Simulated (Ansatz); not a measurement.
Write a Python script for the Python package of Ansatz (0.2.0) that makes a ladder of methods at one geometry of C₂H₇MgN, SMILES C[N](C)[MgH]. Level of theory (for the species named): BLYP, cc-pVDZ basis, multiplicity 1. The script varies functional: blyp, pbe, revpbe, lc_wpbe.

```xyz
11

C    -0.2554    1.1794   -0.4426
N     0.3231   -0.0932   -0.5503
C     1.0742   -0.3648    0.6410
Mg   -1.1373   -1.4811   -0.6064
H     0.4688    2.0141   -0.3924
H    -0.9892    1.2832    0.4184
H    -0.8725    1.4073   -1.3688
H     0.4924   -0.3424    1.5477
H     1.5684   -1.3558    0.6067
H     1.9250    0.3810    0.7936
H    -2.5320   -2.6849   -0.6263
```

`run_methods.py`:
```python
"""C2H7MgN at several levels of theory."""

from pathlib import Path

import ansatz as az
import numpy as np

BASIS = "cc-pVDZ"

mol = (
    az.Crystal.molecule()
    .atom("C", [-0.2554, 1.1794, -0.4426])
    .atom("N", [0.3231, -0.0932, -0.5503])
    .atom("C", [1.0742, -0.3648, 0.641])
    .atom("Mg", [-1.1373, -1.4811, -0.6064])
    .atom("H", [0.4688, 2.0141, -0.3924])
    .atom("H", [-0.9892, 1.2832, 0.4184])
    .atom("H", [-0.8725, 1.4073, -1.3688])
    .atom("H", [0.4924, -0.3424, 1.5477])
    .atom("H", [1.5684, -1.3558, 0.6067])
    .atom("H", [1.925, 0.381, 0.7936])
    .atom("H", [-2.532, -2.6849, -0.6263])
)

base = mol.calculation().basis(gaussian=BASIS)

print("functional    E (Ha)        dipole (D)   HOMO (eV)  LUMO (eV)")
for name in ["blyp", "pbe", "revpbe", "lc_wpbe"]:
    data = base.functional(name).forces().orbitals().run(threads=1, backend="cpu", runs_dir="runs").report
    lines = Path(data["orbitals_path"]).read_text().splitlines()
    field_of = lambda key: [line.split("=")[1].strip() for line in lines if line.startswith(key)]
    orbitals = [(27.211386 * float(e), s, float(n)) for e, s, n in zip(field_of("Ene="), field_of("Spin="), field_of("Occup="))]
    homo = max(e for e, _, n in orbitals if n > 0.5)
    lumo = min(e for e, _, n in orbitals if n < 0.5)
    dipole = 4.803205 * np.linalg.norm(data["charge_distribution"]["dipole_moment_e_ang"])
    print(f"{name:10s} {data['free_energy_ev'] / 27.211386246:14.6f} {dipole:9.3f} {homo:11.3f} {lumo:10.3f}")
```

```console
$ python run_methods.py
functional    E (Ha)        dipole (D)   HOMO (eV)  LUMO (eV)
blyp          -335.135088     0.452      -3.982     -1.494
pbe           -334.897985     0.484      -4.085     -1.539
revpbe        -335.122926     0.478      -4.041     -1.403
lc_wpbe       -335.052524     0.553      -8.029      1.168
```

What to keep in mind:
- Total energies depend on the basis set; only differences at equal settings carry meaning.
- The geometry is a force-field or estimated start, not a minimum of this method, and the basis set is short of its limit. A lower total doesn't mark the better method: functionals have no common bound, and MP2 and coupled cluster aren't variational.
- Levels such as HOMO and LUMO are orbital energies: with these approximate functionals they aren't the ionisation energy and electron affinity, and their gap isn't the fundamental gap.
- Finished in 15 s on 1 thread of Arm Neoverse V1 (shared host), peak memory 0.24 GiB.

(Lines on the test bed's own set-up are left out of the output.)
